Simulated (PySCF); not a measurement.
# AuCl₄−: NMR shieldings

What do calculations give for the NMR shieldings of AuCl₄− (`[Cl][Au-]([Cl])([Cl])[Cl]`)?

Programs: PySCF 2.14.0, with routines of our own; each step states its level. All values are computed. Atoms count from 0.

3 further runs of the same task are left out: 3 for a basis unfit for spin-orbit shieldings.

## Step 1: The starting structure

5 atoms, charge -1, multiplicity 1; geometry from: GFN2-xTB.

## Step 2: NMR shieldings: PBE0/x2c-SVPall-2c Au:us-x2c-SVPall-2c, spin-free

What the job is given:

```
{"job": {"xc": "PBE0", "basis": {"default": "x2c-SVPall-2c", "Au": "us-x2c-SVPall-2c"}, "rel": "sf", "kind": "hnmr"}, "charge": -1, "multiplicity": 1}
Au     0.000190    -0.000200     0.018550
Cl     2.269640    -0.025560    -0.000610
Cl     0.024020     2.268030     0.004640
Cl    -2.267960     0.026890    -0.008280
Cl    -0.025900    -2.269150    -0.014300
```

Level: PBE0/x2c-SVPall-2c Au:us-x2c-SVPall-2c GIAO NMR shielding, spin-free X2C, Gaussian nuclei, gas phase.

Started as:

```bash
OMP_NUM_THREADS=1 python heavy_run.py task.json out
```

One launch serves the whole session: the jobs run in the order shown.

The log of the run:

```text
spin-free SCF
coarse grid: 34200 points
cycle   1  E = -20858.4984772512  dE = -8.456e-02  |g| = 1.392e+00  |ddm| = 4.010e+01
cycle   2  E = -20857.9292208517  dE =  5.693e-01  |g| = 2.464e+00  |ddm| = 3.520e+00
cycle   3  E = -20858.8168191139  dE = -8.876e-01  |g| = 1.543e-01  |ddm| = 2.319e+00
cycle   4  E = -20858.8213624495  dE = -4.543e-03  |g| = 4.901e-02  |ddm| = 2.186e-01
cycle   5  E = -20858.8217645671  dE = -4.021e-04  |g| = 9.363e-03  |ddm| = 4.085e-02
cycle   6  E = -20858.8217847939  dE = -2.023e-05  |g| = 7.867e-04  |ddm| = 1.026e-02
cycle   7  E = -20858.8217848938  dE = -9.994e-08  |g| = 4.670e-04  |ddm| = 1.375e-03
final grid: 62576 points
cycle   8  E = -20858.8569284604  dE = -7.670e-06  |g| = 1.528e-03  |ddm| = 2.957e-03
cycle   9  E = -20858.8569282199  dE =  2.404e-07  |g| = 1.215e-03  |ddm| = 2.455e-03
cycle  10  E = -20858.8569285108  dE = -2.908e-07  |g| = 6.186e-04  |ddm| = 2.280e-03
cycle  11  E = -20858.8569286106  dE = -9.983e-08  |g| = 4.738e-05  |ddm| = 7.623e-04
cycle  12  E = -20858.8569286110  dE = -3.638e-10  |g| = 6.888e-06  |ddm| = 4.212e-05
converged SCF energy = -20858.8569286110
check of the scalar solution
cycle   1  E = -20858.8569286109  dE = -2.086e+04  |FDS-SDF| = 1.190e+01
cycle   2  E = -20858.8712220970  dE = -1.429e-02  |FDS-SDF| = 9.172e-03
cycle   3  E = -20858.8712222407  dE = -1.436e-07  |FDS-SDF| = 1.295e-03
cycle   4  E = -20858.8712222291  dE =  1.152e-08  |FDS-SDF| = 7.003e-04
cycle   5  E = -20858.8712222689  dE = -3.981e-08  |FDS-SDF| = 2.268e-04
cycle   6  E = -20858.8712222757  dE = -6.730e-09  |FDS-SDF| = 1.867e-05
converged, E = -20858.8712222757

Field gradients (au) and densities at the nuclei (bohr^-3)
atom        Vxx        Vyy        Vzz        centre      nuclear mean
  0 Au     1.3403     1.4173    -2.7577    1889461.119    1831139.113
  1 Cl    -1.4097    -1.9271     3.3368       3055.976       3055.935
  2 Cl    -1.4099    -1.9292     3.3391       3055.976       3055.935
  3 Cl    -1.4103    -1.9298     3.3401       3055.976       3055.935
  4 Cl    -1.4095    -1.9273     3.3368       3055.976       3055.935
without picture change
  0 Au                          -0.7201                   5083990.187

Core orbital energies (eV)
atom   shell        mean    spread
  0 Au 1s       -80637.538   0.000
  0 Au 2s       -14263.890   0.000
  0 Au 3s        -3384.583   0.000
  0 Au 4s         -743.715   0.000
  0 Au 5s         -112.898   0.000
  0 Au 2p       -12386.774   0.091
  0 Au 3p        -2834.732   0.118
  0 Au 4p         -561.495   0.317
  0 Au 5p          -63.606   0.865
  0 Au 3d        -2220.922   0.088
  0 Au 4d         -335.238   0.334
  0 Au 4f          -85.741   0.381
  1 Cl 1s        -2770.280   0.000
  1 Cl 2s         -255.747   0.000
  1 Cl 3s          -18.197   0.000
  1 Cl 2p         -192.385   0.241
  2 Cl 1s        -2770.283   0.000
  2 Cl 2s         -255.750   0.000
  2 Cl 3s          -18.204   0.000
  2 Cl 2p         -192.388   0.241
  3 Cl 1s        -2770.283   0.000
  3 Cl 2s         -255.750   0.000
  3 Cl 3s          -18.205   0.000
  3 Cl 2p         -192.389   0.241
  4 Cl 1s        -2770.280   0.000
  4 Cl 2s         -255.747   0.000
  4 Cl 3s          -18.199   0.000
  4 Cl 2p         -192.385   0.241

Shielding tensors (ppm)
atom      isotropic    diamagn.    paramagn.     s11        s22        s33       span
  0 Au     6263.00     9773.99    -3511.00    3759.88    7513.61    7515.49    3755.61
  1 Cl      816.42     1148.78     -332.36     464.39     913.04    1071.82     607.44
  2 Cl      816.76     1148.79     -332.03     464.27     914.53    1071.49     607.22
  3 Cl      816.47     1148.79     -332.32     463.95     913.98    1071.48     607.53
  4 Cl      816.65     1148.78     -332.13     464.47     913.75    1071.74     607.27
```

Wall time 62 s (1 thread of Intel Xeon Platinum 8488C, shared host); peak memory 0.97 GiB.

## Step 3: NMR shieldings: PBE0/x2c-SVPall-2c Au:us-x2c-SVPall-2c in water, spin-free

What the job is given:

```
{"job": {"xc": "PBE0", "basis": {"default": "x2c-SVPall-2c", "Au": "us-x2c-SVPall-2c"}, "rel": "sf", "solvent": "water", "kind": "hnmr"}, "charge": -1, "multiplicity": 1}
Au     0.000190    -0.000200     0.018550
Cl     2.269640    -0.025560    -0.000610
Cl     0.024020     2.268030     0.004640
Cl    -2.267960     0.026890    -0.008280
Cl    -0.025900    -2.269150    -0.014300
```

Method: PBE0/x2c-SVPall-2c Au:us-x2c-SVPall-2c GIAO NMR shielding, spin-free X2C, Gaussian nuclei, IEF-PCM water.

The log of the run:

```text
spin-free SCF
coarse grid: 34200 points
cycle   1  E = -20858.5813987747  dE = -1.666e-01  |g| = 1.382e+00  |ddm| = 4.010e+01
cycle   2  E = -20858.1188569336  dE =  4.625e-01  |g| = 2.371e+00  |ddm| = 3.382e+00
cycle   3  E = -20858.8939623428  dE = -7.751e-01  |g| = 1.719e-01  |ddm| = 2.134e+00
cycle   4  E = -20858.8998808882  dE = -5.919e-03  |g| = 5.737e-02  |ddm| = 2.621e-01
cycle   5  E = -20858.9004974780  dE = -6.166e-04  |g| = 5.058e-03  |ddm| = 5.190e-02
cycle   6  E = -20858.9005026505  dE = -5.172e-06  |g| = 7.763e-04  |ddm| = 5.404e-03
final grid: 62576 points
cycle   7  E = -20858.9356460528  dE = -7.762e-06  |g| = 1.572e-03  |ddm| = 2.865e-03
cycle   8  E = -20858.9356459357  dE =  1.171e-07  |g| = 1.299e-03  |ddm| = 1.536e-03
cycle   9  E = -20858.9356460799  dE = -1.442e-07  |g| = 7.024e-04  |ddm| = 1.407e-03
cycle  10  E = -20858.9356461430  dE = -6.302e-08  |g| = 1.134e-04  |ddm| = 5.775e-04
cycle  11  E = -20858.9356461452  dE = -2.288e-09  |g| = 2.095e-05  |ddm| = 1.285e-04
converged SCF energy = -20858.9356461452
check of the scalar solution
cycle   1  E = -20858.9356461452  dE = -2.086e+04  |FDS-SDF| = 1.189e+01
cycle   2  E = -20858.9499387341  dE = -1.429e-02  |FDS-SDF| = 9.171e-03
cycle   3  E = -20858.9499388775  dE = -1.434e-07  |FDS-SDF| = 1.291e-03
cycle   4  E = -20858.9499388701  dE =  7.331e-09  |FDS-SDF| = 6.830e-04
cycle   5  E = -20858.9499389073  dE = -3.719e-08  |FDS-SDF| = 2.126e-04
cycle   6  E = -20858.9499389129  dE = -5.541e-09  |FDS-SDF| = 1.379e-05
converged, E = -20858.9499389129

Field gradients (au) and densities at the nuclei (bohr^-3)
atom        Vxx        Vyy        Vzz        centre      nuclear mean
  0 Au     1.3846     1.4617    -2.8463    1889460.641    1831138.649
  1 Cl    -1.4187    -1.8728     3.2914       3055.992       3055.951
  2 Cl    -1.4192    -1.8753     3.2945       3055.992       3055.951
  3 Cl    -1.4197    -1.8759     3.2956       3055.992       3055.951
  4 Cl    -1.4185    -1.8730     3.2915       3055.992       3055.951
without picture change
  0 Au                          -0.8138                   5083988.878

Core orbital energies (eV)
atom   shell        mean    spread
  0 Au 1s       -80641.622   0.000
  0 Au 2s       -14267.973   0.000
  0 Au 3s        -3388.667   0.000
  0 Au 4s         -747.799   0.000
  0 Au 5s         -116.983   0.000
  0 Au 2p       -12390.857   0.092
  0 Au 3p        -2838.816   0.122
  0 Au 4p         -565.580   0.325
  0 Au 5p          -67.696   0.887
  0 Au 3d        -2225.006   0.091
  0 Au 4d         -339.323   0.342
  0 Au 4f          -89.827   0.390
  1 Cl 1s        -2774.450   0.000
  1 Cl 2s         -259.916   0.000
  1 Cl 3s          -22.146   0.000
  1 Cl 2p         -196.554   0.235
  2 Cl 1s        -2774.452   0.000
  2 Cl 2s         -259.919   0.000
  2 Cl 3s          -22.152   0.000
  2 Cl 2p         -196.557   0.235
  3 Cl 1s        -2774.453   0.000
  3 Cl 2s         -259.919   0.000
  3 Cl 3s          -22.152   0.000
  3 Cl 2p         -196.557   0.235
  4 Cl 1s        -2774.450   0.000
  4 Cl 2s         -259.916   0.000
  4 Cl 3s          -22.147   0.000
  4 Cl 2p         -196.554   0.235

Shielding tensors (ppm)
atom      isotropic    diamagn.    paramagn.     s11        s22        s33       span
  0 Au     6253.10     9774.01    -3520.91    3725.11    7516.15    7518.04    3792.93
  1 Cl      830.01     1148.72     -318.71     486.56     929.68    1073.79     587.23
  2 Cl      830.15     1148.73     -318.59     486.11     930.86    1073.47     587.36
  3 Cl      829.84     1148.73     -318.90     485.75     930.31    1073.45     587.70
  4 Cl      830.21     1148.73     -318.52     486.59     930.33    1073.71     587.12
```

Run time: 63 s. Hardware: 1 thread of Intel Xeon Platinum 8488C, shared host; peak memory 0.96 GiB.

## Step 4: NMR shieldings: PBE0/x2c-SVPall-2c Au:us-x2c-SVPall-2c in dichloromethane, spin-free

What the job is given:

```
{"job": {"xc": "PBE0", "basis": {"default": "x2c-SVPall-2c", "Au": "us-x2c-SVPall-2c"}, "rel": "sf", "solvent": "dichloromethane", "kind": "hnmr"}, "charge": -1, "multiplicity": 1}
Au     0.000190    -0.000200     0.018550
Cl     2.269640    -0.025560    -0.000610
Cl     0.024020     2.268030     0.004640
Cl    -2.267960     0.026890    -0.008280
Cl    -0.025900    -2.269150    -0.014300
```

Level: PBE0/x2c-SVPall-2c Au:us-x2c-SVPall-2c GIAO NMR shielding, spin-free X2C, Gaussian nuclei, IEF-PCM dichloromethane.

The log of the run:

```text
spin-free SCF
coarse grid: 34200 points
cycle   1  E = -20858.5720276278  dE = -1.574e-01  |g| = 1.384e+00  |ddm| = 4.010e+01
cycle   2  E = -20858.0932014416  dE =  4.788e-01  |g| = 2.385e+00  |ddm| = 3.407e+00
cycle   3  E = -20858.8858204467  dE = -7.926e-01  |g| = 1.692e-01  |ddm| = 2.165e+00
cycle   4  E = -20858.8915129179  dE = -5.692e-03  |g| = 5.661e-02  |ddm| = 2.565e-01
cycle   5  E = -20858.8921110751  dE = -5.982e-04  |g| = 5.201e-03  |ddm| = 5.113e-02
cycle   6  E = -20858.8921165293  dE = -5.454e-06  |g| = 8.270e-04  |ddm| = 5.612e-03
final grid: 62576 points
cycle   7  E = -20858.9272599534  dE = -7.752e-06  |g| = 1.623e-03  |ddm| = 2.929e-03
cycle   8  E = -20858.9272597852  dE =  1.682e-07  |g| = 1.489e-03  |ddm| = 1.791e-03
cycle   9  E = -20858.9272600097  dE = -2.245e-07  |g| = 6.958e-04  |ddm| = 1.572e-03
cycle  10  E = -20858.9272600724  dE = -6.269e-08  |g| = 1.197e-04  |ddm| = 5.773e-04
cycle  11  E = -20858.9272600750  dE = -2.543e-09  |g| = 2.452e-05  |ddm| = 1.397e-04
converged SCF energy = -20858.9272600750
check of the scalar solution
cycle   1  E = -20858.9272600750  dE = -2.086e+04  |FDS-SDF| = 1.189e+01
cycle   2  E = -20858.9415527842  dE = -1.429e-02  |FDS-SDF| = 9.171e-03
cycle   3  E = -20858.9415529276  dE = -1.433e-07  |FDS-SDF| = 1.292e-03
cycle   4  E = -20858.9415529191  dE =  8.429e-09  |FDS-SDF| = 6.863e-04
cycle   5  E = -20858.9415529571  dE = -3.798e-08  |FDS-SDF| = 2.147e-04
cycle   6  E = -20858.9415529630  dE = -5.835e-09  |FDS-SDF| = 1.451e-05
converged, E = -20858.9415529630

Field gradients (au) and densities at the nuclei (bohr^-3)
atom        Vxx        Vyy        Vzz        centre      nuclear mean
  0 Au     1.3748     1.4518    -2.8266    1889460.759    1831138.764
  1 Cl    -1.4174    -1.8830     3.3004       3055.989       3055.948
  2 Cl    -1.4179    -1.8855     3.3034       3055.989       3055.948
  3 Cl    -1.4184    -1.8861     3.3044       3055.989       3055.948
  4 Cl    -1.4172    -1.8832     3.3004       3055.989       3055.948
without picture change
  0 Au                          -0.7924                   5083989.204

Core orbital energies (eV)
atom   shell        mean    spread
  0 Au 1s       -80641.209   0.000
  0 Au 2s       -14267.560   0.000
  0 Au 3s        -3388.254   0.000
  0 Au 4s         -747.386   0.000
  0 Au 5s         -116.569   0.000
  0 Au 2p       -12390.444   0.092
  0 Au 3p        -2838.402   0.121
  0 Au 4p         -565.166   0.324
  0 Au 5p          -67.282   0.883
  0 Au 3d        -2224.593   0.090
  0 Au 4d         -338.910   0.341
  0 Au 4f          -89.413   0.388
  1 Cl 1s        -2774.019   0.000
  1 Cl 2s         -259.486   0.000
  1 Cl 3s          -21.717   0.000
  1 Cl 2p         -196.124   0.236
  2 Cl 1s        -2774.022   0.000
  2 Cl 2s         -259.489   0.000
  2 Cl 3s          -21.722   0.000
  2 Cl 2p         -196.127   0.236
  3 Cl 1s        -2774.023   0.000
  3 Cl 2s         -259.489   0.000
  3 Cl 3s          -21.722   0.000
  3 Cl 2p         -196.127   0.236
  4 Cl 1s        -2774.020   0.000
  4 Cl 2s         -259.486   0.000
  4 Cl 3s          -21.718   0.000
  4 Cl 2p         -196.124   0.236

Shielding tensors (ppm)
atom      isotropic    diamagn.    paramagn.     s11        s22        s33       span
  0 Au     6258.33     9774.01    -3515.68    3736.05    7518.53    7520.41    3784.36
  1 Cl      827.42     1148.73     -321.31     482.37     926.36    1073.53     591.16
  2 Cl      827.57     1148.74     -321.17     481.94     927.57    1073.20     591.27
  3 Cl      827.27     1148.74     -321.47     481.60     927.02    1073.18     591.59
  4 Cl      827.63     1148.73     -321.10     482.42     927.03    1073.45     591.03
```

Wall time 61 s (1 thread of Intel Xeon Platinum 8488C, shared host); peak memory 0.98 GiB.

## Step 5: Shieldings side by side

| run | Cl1 | Cl4 | Cl2 | Cl3 | Au0 | time |
| --- | --- | --- | --- | --- | --- | --- |
| step 2, PBE0/x2c-SVPall-2c Au:us-x2c-SVPall-2c, spin-free | 816.4 | 816.7 | 816.8 | 816.5 | 6263.0 | 62 s |
| step 3, PBE0/x2c-SVPall-2c Au:us-x2c-SVPall-2c in water, spin-free | 830.0 | 830.2 | 830.1 | 829.8 | 6253.1 | 63 s |
| step 4, PBE0/x2c-SVPall-2c Au:us-x2c-SVPall-2c in dichloromethane, spin-free | 827.4 | 827.6 | 827.6 | 827.3 | 6258.3 | 61 s |

## Step 6: Summary of results

| quantity | value |
| --- | --- |
| shieldings (step 2, PBE0/x2c-SVPall-2c Au:us-x2c-SVPall-2c, spin-free) | Au0 6263.0, Cl1 816.4, Cl2 816.8, Cl3 816.5, Cl4 816.7 ppm |
| shieldings (step 3, PBE0/x2c-SVPall-2c Au:us-x2c-SVPall-2c in water, spin-free) | Au0 6253.1, Cl1 830.0, Cl2 830.1, Cl3 829.8, Cl4 830.2 ppm |
| shieldings (step 4, PBE0/x2c-SVPall-2c Au:us-x2c-SVPall-2c in dichloromethane, spin-free) | Au0 6258.3, Cl1 827.4, Cl2 827.6, Cl3 827.3, Cl4 827.6 ppm |

In step 2, Au0 has the widest tensor, 3756 ppm. A continuum can't give the shift that close solvent molecules cause at an ion. Cl1 (with its equivalent atoms) moves most between the runs, by 14 ppm; the labels say what changes from run to run. No run holds spin-orbit coupling, which is large for shieldings at and beside heavy atoms. The geometry comes from tight binding, which is rough for metal atoms, and these values hang on it.
